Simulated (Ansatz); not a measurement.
# C₂H₅BO: one species, many methods

One table from this session's results is given with a row withheld; the runs are named, their logs left out.

The runs use Ansatz 0.2.0, Gaussian basis; functionals in def2-TZVPP, the program's frozen cores in correlated methods.

Levels to be run: LDA (SPW92), PBE-D4, revPBE-D4, BLYP-D4, r2SCAN-D4, B97M-V, PBE0-D4, B3LYP-D4, r2SCANh-D4, r2SCAN0-D4, HSE06-D4, BHLYP-D4, CAM-B3LYP-D4, LC-ωPBE, ωB97X-V, ωB97M-V, B2PLYP, PBE-QIDH; CCSD(T)/def2-SVP; CCSD(T)/def2-TZVPP; MP2/def2-QZVPP; extrapolation to the limit; RPA on PBE.

## The relaxed structure

The geometry comes from an earlier relaxation with PBE0-D4 in a triple-zeta def2 set; it is a stationary point, not always the lowest conformer.

9 atoms, charge 0, spin multiplicity 1.

Atoms are counted from 1 here; the program's logs count them from 0.

Bond lengths: B1–C2 1.510 Å, B1–H5 1.197 Å, B1–H6 1.201 Å, C2–C3 1.345 Å, C2–H7 1.087 Å, C3–O4 1.337 Å, C3–H8 1.089 Å, O4–H9 0.961 Å. Angles: C2–B1–H5 122.1°, C2–B1–H6 119.0°, H5–B1–H6 118.9°, B1–C2–C3 118.3°, B1–C2–H7 124.4°, C3–C2–H7 117.3°, C2–C3–O4 123.3°, C2–C3–H8 120.7°, O4–C3–H8 116.1°, C3–O4–H9 110.4°.

As a file:

```mol
C2H5BO
  3D, bonds by distance, orders not assigned

  9  8  0  0  0  0  0  0  0  0999 V2000
   -0.2828    0.9090   -1.3146 B   0  0
    0.5402    0.0342   -0.3995 C   0  0
   -0.0348   -0.4316    0.7242 C   0  0
    0.6002   -1.2124    1.6036 O   0  0
    0.1601    1.3601   -2.3311 H   0  0
   -1.4183    1.1605   -1.0130 H   0  0
    1.5734   -0.2485   -0.5857 H   0  0
   -1.0676   -0.1819    0.9642 H   0  0
    0.0181   -1.4357    2.3349 H   0  0
  1  2  8  0
  2  3  8  0
  3  4  8  0
  1  5  8  0
  1  6  8  0
  2  7  8  0
  3  8  8  0
  4  9  8  0
M  END
```

Set-up of the first run:

The input, in.yaml:

```yaml
crystal:
  periodic: [false, false, false]
  atoms:
    - {symbol: B, position_ang: [-0.282789, 0.909014, -1.314577]}
    - {symbol: C, position_ang: [0.540218, 0.034190, -0.399500]}
    - {symbol: C, position_ang: [-0.034832, -0.431560, 0.724212]}
    - {symbol: O, position_ang: [0.600229, -1.212385, 1.603554]}
    - {symbol: H, position_ang: [0.160090, 1.360059, -2.331109]}
    - {symbol: H, position_ang: [-1.418269, 1.160503, -1.013002]}
    - {symbol: H, position_ang: [1.573428, -0.248494, -0.585731]}
    - {symbol: H, position_ang: [-1.067589, -0.181890, 0.964215]}
    - {symbol: H, position_ang: [0.018116, -1.435738, 2.334938]}
basis:
  gaussian: {orbitals: def2-TZVPP}
hamiltonian: {xc: lda}
output: {orbitals: {seedname: orbitals}}
```

Among the steps run: LDA; PBE-D4 (GGA); revPBE-D4 (GGA); BLYP-D4 (GGA); r2SCAN-D4 (meta-GGA); B97M-V (meta-GGA); PBE0-D4 (hybrid); B3LYP-D4 (hybrid); r2SCANh-D4 (hybrid); r2SCAN0-D4 (hybrid); HSE06-D4 (hybrid); BHLYP-D4 (hybrid); CAM-B3LYP-D4 (range-separated); LC-ωPBE (range-separated); ωB97X-V (range-separated); ωB97M-V (range-separated); B2PLYP (double hybrid); PBE-QIDH (double hybrid).

One of the session's tables, all rows but one given; the rest of the session is left out.

It belongs to the step «Orbital energies across the functionals». 

| functional | HOMO (eV) | LUMO (eV) | gap (eV) |
| --- | --- | --- | --- |
| LDA (SPW92) | -6.63 | -2.62 | 4.01 |
| PBE-D4 | ? | ? | ? |
| revPBE-D4 | -6.34 | -2.25 | 4.09 |
| BLYP-D4 | -6.25 | -2.20 | 4.04 |
| r2SCAN-D4 | -6.59 | -2.09 | 4.50 |
| B97M-V | -6.61 | -2.09 | 4.52 |
| PBE0-D4 | -7.48 | -1.41 | 6.08 |
| B3LYP-D4 | -7.26 | -1.62 | 5.64 |
| r2SCANh-D4 | -7.00 | -1.75 | 5.25 |
| r2SCAN0-D4 | -7.62 | -1.25 | 6.37 |
| HSE06-D4 | -7.09 | -1.79 | 5.30 |
| BHLYP-D4 | -8.41 | -0.36 | 8.05 |
| CAM-B3LYP-D4 | -8.75 | -0.32 | 8.43 |
| LC-ωPBE | -10.07 | 0.80 | 10.87 |
| ωB97X-V | -9.71 | 0.76 | 10.47 |
| ωB97M-V | -9.65 | 0.59 | 10.24 |

Q: Estimate the row for PBE-D4 from the others.

As computed: HOMO (eV): -6.42; LUMO (eV): -2.35; gap (eV): 4.07. In the column «HOMO (eV)» it lies between r2SCAN-D4 (-6.59) and revPBE-D4 (-6.34).
